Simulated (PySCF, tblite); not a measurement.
# C₅H₁₃AlSi: a rotation path, then NMR shifts on frames

Aim: move C₅H₁₃AlSi (`[SiH3]C[C@@H]1C[CH2][AlH][CH2]1`) away from its starting geometry and see how NMR shifts follow the geometry.

The runs use tblite 0.8.0 and PySCF 2.14.0, with density-fitted response routines of our own; the level of theory stands in each step. All values are computed, except where a source is named. Atoms are numbered from 0 throughout.

## Step 1: The molecule as given

20 atoms, charge 0, multiplicity 1; geometry from: GFN2-xTB.

Bonds of the start (Å): Si0–C1 1.90, C1–C2 1.53, C2–C3 1.54, C3–C4 1.54, C4–Al5 2.00, Al5–C6 1.99, C6–C2 1.55, Si0–H7 1.47, Si0–H8 1.47, Si0–H9 1.47, C1–H10 1.09, C1–H11 1.09, C2–H12 1.10, C3–H13 1.10, C3–H14 1.09, C4–H15 1.10, C4–H16 1.10, Al5–H17 1.54, C6–H18 1.10, C6–H19 1.10.

## Step 2: A band between two rotamers with GFN2-xTB

The job: settings as JSON, then the geometry in Å.

```
{"job": {"kind": "neb", "xc": "GFN2-xTB", "basis": "xTB", "atoms": [0, 1, 2, 3], "turn": 120}, "charge": 0, "multiplicity": 1}
Si     2.757607     0.384292    -0.754655
C      1.408628    -0.655595     0.091462
C      0.062119     0.053280     0.237467
C     -0.959138    -0.859694     0.945920
C     -2.273542    -0.102936     1.238856
Al    -2.371060     0.866400    -0.503703
C     -0.506595     0.520475    -1.121215
H      2.731112     1.748800    -0.219556
H      2.559634     0.425608    -2.205811
H      4.061413    -0.225692    -0.479778
H      1.757785    -0.952005     1.084770
H      1.256887    -1.583081    -0.466908
H      0.202645     0.938274     0.873237
H     -1.166930    -1.709521     0.287140
H     -0.516841    -1.256937     1.864560
H     -3.054569    -0.816168     1.522332
H     -2.126173     0.536158     2.120108
H     -3.529532     1.644749    -1.157609
H     -0.393024    -0.295061    -1.848912
H      0.094427     1.349334    -1.510742
```

With the program's defaults for keys left out, this is: GFN2-xTB climbing-image nudged elastic band, gas phase.

The run is started by

```console
$ OMP_NUM_THREADS=1 python probes_run.py task.json out
```

This one command runs all jobs of the session in turn.

Output:

```text
image   E - E0 / eV
  0       0.0000
  1       0.0178
  2       0.0612
  3       0.1080
  4       0.1296
  5       0.1114
  6       0.0665
  7       0.0493
  8       0.0209
```

It took 15 s on 1 thread of Intel Xeon at 2.50GHz, shared host; peak memory 0.19 GiB.

The final band, with the dihedral Si0–C1–C2–C3:

```tsv
image	dihedral (°)	energy (eV)	energy (kcal/mol)
0	-179	0.000	0.0
1	-165	0.018	0.4
2	-151	0.061	1.4
3	-136	0.108	2.5
4	-120	0.130	3.0
5	-105	0.111	2.6
6	-89	0.067	1.5
7	-70	0.049	1.1
8	-63	0.021	0.5
```

## Step 3: Nuclear shieldings: image 0, PBE0/pcSseg-1

The job: settings as JSON, then the geometry in Å.

```
{"job": {"kind": "nmr", "xc": "PBE0", "basis": "pcSseg-1", "pop": false}, "charge": 0, "multiplicity": 1}
Si     2.757600     0.384300    -0.754700
C      1.408600    -0.655600     0.091500
C      0.062100     0.053300     0.237500
C     -0.959100    -0.859700     0.945900
C     -2.273500    -0.102900     1.238900
Al    -2.371100     0.866400    -0.503700
C     -0.506600     0.520500    -1.121200
H      2.731100     1.748800    -0.219600
H      2.559600     0.425600    -2.205800
H      4.061400    -0.225700    -0.479800
H      1.757800    -0.952000     1.084800
H      1.256900    -1.583100    -0.466900
H      0.202600     0.938300     0.873200
H     -1.166900    -1.709500     0.287100
H     -0.516800    -1.256900     1.864600
H     -3.054600    -0.816200     1.522300
H     -2.126200     0.536200     2.120100
H     -3.529500     1.644700    -1.157600
H     -0.393000    -0.295100    -1.848900
H      0.094400     1.349300    -1.510700
```

With the program's defaults for keys left out, this is: GIAO PBE0/pcSseg-1 NMR shielding, non-relativistic, gas phase.

Output:

```text
coarse grid: 16744 points
cycle   1  E = -729.6084798694  dE =  4.221e-01  |g| = 5.331e-01  |ddm| = 3.906e+00
cycle   2  E = -729.5583117473  dE =  5.017e-02  |g| = 6.814e-01  |ddm| = 1.158e+00
cycle   3  E = -729.6869328023  dE = -1.286e-01  |g| = 5.290e-02  |ddm| = 7.354e-01
cycle   4  E = -729.6875409214  dE = -6.081e-04  |g| = 2.617e-02  |ddm| = 8.806e-02
cycle   5  E = -729.6876969429  dE = -1.560e-04  |g| = 5.598e-03  |ddm| = 2.568e-02
cycle   6  E = -729.6877044955  dE = -7.553e-06  |g| = 1.030e-03  |ddm| = 5.936e-03
final grid: 149696 points
cycle   7  E = -729.7298841210  dE = -3.931e-05  |g| = 8.576e-03  |ddm| = 3.299e-02
cycle   8  E = -729.7298690976  dE =  1.502e-05  |g| = 1.134e-02  |ddm| = 1.932e-02
cycle   9  E = -729.7299039394  dE = -3.484e-05  |g| = 5.322e-04  |ddm| = 1.132e-02
cycle  10  E = -729.7299039943  dE = -5.484e-08  |g| = 2.061e-04  |ddm| = 7.959e-04
cycle  11  E = -729.7299040040  dE = -9.729e-09  |g| = 5.096e-05  |ddm| = 1.958e-04
cycle  12  E = -729.7299040046  dE = -5.725e-10  |g| = 1.158e-05  |ddm| = 5.749e-05
converged SCF energy = -729.7299040046

GIAO shielding tensors (ppm)
atom      isotropic    diamagn.    paramagn.     s11        s22        s33       span
  0 Si     423.020     879.495    -456.475    391.936    410.060    467.066     75.130
  1 C      164.178     250.070     -85.892    147.115    153.471    191.946     44.831
  2 C      141.616     251.027    -109.411    127.677    136.767    160.405     32.728
  3 C      141.460     250.503    -109.043    121.879    136.308    166.194     44.316
  4 C      170.011     251.282     -81.271    156.303    169.106    184.625     28.322
  5 Al     243.743     795.071    -551.329    204.238    211.737    315.253    111.015
  6 C      163.739     250.711     -86.971    149.603    157.597    184.017     34.414
  7 H       28.006      29.378      -1.372     24.652     26.481     32.885      8.233
  8 H       27.708      29.093      -1.385     24.020     26.661     32.443      8.424
  9 H       27.841      28.382      -0.541     24.326     25.369     33.828      9.502
 10 H       30.419      32.039      -1.620     24.551     29.620     37.086     12.535
 11 H       31.126      32.361      -1.236     27.148     30.630     35.598      8.450
 12 H       30.643      35.398      -4.755     27.035     30.306     34.590      7.556
 13 H       30.869      33.629      -2.761     26.489     31.155     34.962      8.473
 14 H       29.317      32.885      -3.569     23.750     29.992     34.208     10.458
 15 H       30.633      29.464       1.169     25.533     28.415     37.952     12.419
 16 H       31.091      30.653       0.438     26.190     29.035     38.048     11.858
 17 H       25.709      28.275      -2.566     22.776     23.147     31.203      8.426
 18 H       31.840      32.359      -0.519     28.406     29.640     37.475      9.069
 19 H       30.687      32.077      -1.390     25.882     30.234     35.945     10.063
```

Wall time 88 s (1 thread of Intel Xeon at 2.50GHz, shared host); peak memory 0.9 GiB.

The references, computed at this level on geometries of the same kind, shield at (ppm): 1H TMS 31.72, 13C TMS 186.9, 29Si TMS 349.2, 27Al AlH4- 490.0. Their shielding less the atom's gives the shift. The references are single molecules in the gas phase. Shifts against hydride references such as AlH4− lie on their own scale. Each atom is listed at this fixed geometry, with no averaging over motion; a spectrum would average atoms that exchange fast.

```tsv
atoms	environment	σ (ppm)	δ (ppm)
C3	sp3 CH2 in a ring	141.5	45.5
C2	sp3 CH in a ring	141.6	45.3
C6	sp3 CH2 bonded to Al	163.7	23.2
C1	sp3 CH2 bonded to Si	164.2	22.7
C4	sp3 CH2 bonded to Al	170.0	16.9
H17	hydrogen on an aluminium bonded to 2 C, in a 5-membered ring	25.71	6.01
H8	hydrogen on a silicon bonded to C	27.71	4.01
H9	hydrogen on a silicon bonded to C	27.84	3.88
H7	hydrogen on a silicon bonded to C	28.01	3.71
H14	hydrogen on an sp3 CH2 in a ring	29.32	2.40
H10	hydrogen on an sp3 CH2 bonded to Si	30.42	1.30
H15	hydrogen on an sp3 CH2 bonded to Al	30.63	1.08
H12	hydrogen on an sp3 CH in a ring	30.64	1.07
H19	hydrogen on an sp3 CH2 bonded to Al	30.69	1.03
H13	hydrogen on an sp3 CH2 in a ring	30.87	0.85
H16	hydrogen on an sp3 CH2 bonded to Al	31.09	0.63
H11	hydrogen on an sp3 CH2 bonded to Si	31.13	0.59
H18	hydrogen on an sp3 CH2 bonded to Al	31.84	-0.12
Si0	silicon bonded to C, 3 H	423.0	-73.9
Al5	aluminium bonded to 2 C, H, in a 5-membered ring	243.7	246.2
```

Ring of atoms C2, C3, C4, Al5, C6: NICS(0) -3.5, NICS(1) -3.4, NICS(1)zz -1.0 ppm (means of both faces). The ring holds saturated atoms, so no π current runs round it: these values come from its σ bonds, any local π bonds and neighbouring rings, and say nothing of aromaticity.

## Step 4: NMR shieldings: image 2, PBE0/pcSseg-1

The job: settings as JSON, then the geometry in Å.

```
{"job": {"kind": "nmr", "xc": "PBE0", "basis": "pcSseg-1", "pop": false}, "charge": 0, "multiplicity": 1}
Si     2.852800     0.444800    -0.478700
C      1.370200    -0.698300    -0.147900
C      0.035400     0.030400     0.051700
C     -0.895100    -0.769400     0.985000
C     -2.171000     0.035600     1.312600
Al    -2.465500     0.780900    -0.515300
C     -0.681800     0.323400    -1.285700
H      2.827100     1.533700     0.503500
H      2.811800     1.016400    -1.827200
H      4.086100    -0.330100    -0.313200
H      1.593200    -1.281500     0.750900
H      1.263300    -1.426800    -0.954900
H      0.221200     0.990100     0.555800
H     -1.167600    -1.706300     0.488000
H     -0.349500    -1.025500     1.898500
H     -2.910900    -0.623300     1.778400
H     -1.925100     0.787700     2.075400
H     -3.703500     1.470100    -1.123200
H     -0.686800    -0.595600    -1.890700
H     -0.109300     1.054300    -1.866100
```

Method: GIAO PBE0/pcSseg-1 NMR shielding, non-relativistic, gas phase.

Output:

```text
coarse grid: 16744 points
cycle   1  E = -729.6064668640  dE =  4.124e-01  |g| = 5.336e-01  |ddm| = 3.904e+00
cycle   2  E = -729.5561999881  dE =  5.027e-02  |g| = 6.819e-01  |ddm| = 1.161e+00
cycle   3  E = -729.6851061974  dE = -1.289e-01  |g| = 5.288e-02  |ddm| = 7.369e-01
cycle   4  E = -729.6857107969  dE = -6.046e-04  |g| = 2.643e-02  |ddm| = 8.767e-02
cycle   5  E = -729.6858707035  dE = -1.599e-04  |g| = 5.508e-03  |ddm| = 2.585e-02
cycle   6  E = -729.6858780174  dE = -7.314e-06  |g| = 1.017e-03  |ddm| = 5.874e-03
final grid: 149696 points
cycle   7  E = -729.7281339870  dE = -3.796e-05  |g| = 8.620e-03  |ddm| = 3.048e-02
cycle   8  E = -729.7281188196  dE =  1.517e-05  |g| = 1.140e-02  |ddm| = 1.930e-02
cycle   9  E = -729.7281540157  dE = -3.520e-05  |g| = 5.327e-04  |ddm| = 1.133e-02
cycle  10  E = -729.7281540707  dE = -5.503e-08  |g| = 2.055e-04  |ddm| = 7.807e-04
cycle  11  E = -729.7281540804  dE = -9.698e-09  |g| = 5.103e-05  |ddm| = 1.992e-04
cycle  12  E = -729.7281540810  dE = -5.778e-10  |g| = 1.157e-05  |ddm| = 5.611e-05
converged SCF energy = -729.7281540810

GIAO shielding tensors (ppm)
atom      isotropic    diamagn.    paramagn.     s11        s22        s33       span
  0 Si     419.014     879.551    -460.537    377.987    409.583    469.471     91.484
  1 C      163.282     249.804     -86.523    135.765    158.009    196.070     60.305
  2 C      141.100     250.825    -109.725    126.157    136.283    160.859     34.703
  3 C      141.028     250.465    -109.438    116.142    141.832    165.109     48.967
  4 C      169.593     251.150     -81.557    155.845    168.593    184.341     28.495
  5 Al     243.509     795.091    -551.582    203.823    211.032    315.673    111.850
  6 C      162.362     249.797     -87.435    143.166    158.323    185.598     42.431
  7 H       27.999      29.418      -1.419     24.513     26.692     32.792      8.278
  8 H       27.663      28.977      -1.313     23.932     26.499     32.559      8.628
  9 H       27.731      28.349      -0.618     24.229     25.229     33.735      9.506
 10 H       30.490      32.410      -1.920     24.621     30.425     36.426     11.805
 11 H       31.061      32.244      -1.183     27.550     30.053     35.579      8.029
 12 H       30.725      35.802      -5.076     26.572     31.019     34.586      8.014
 13 H       30.653      33.615      -2.963     26.285     30.874     34.799      8.514
 14 H       29.422      33.134      -3.712     23.923     30.080     34.264     10.341
 15 H       30.625      29.474       1.151     25.527     28.436     37.914     12.387
 16 H       31.106      30.747       0.359     26.194     29.167     37.957     11.763
 17 H       25.712      28.265      -2.553     22.759     23.171     31.206      8.447
 18 H       31.902      31.969      -0.067     28.184     29.691     37.831      9.647
 19 H       30.405      31.694      -1.288     25.544     29.851     35.820     10.276
```

Wall time 76 s (1 thread of Intel Xeon at 2.50GHz, shared host); peak memory 0.97 GiB.

Key values: δ C3 45.9, C2 45.8, C6 24.6, C1 23.6, H17 6.01, H8 4.05 ppm.

(Part 1 of 2 ends here.)
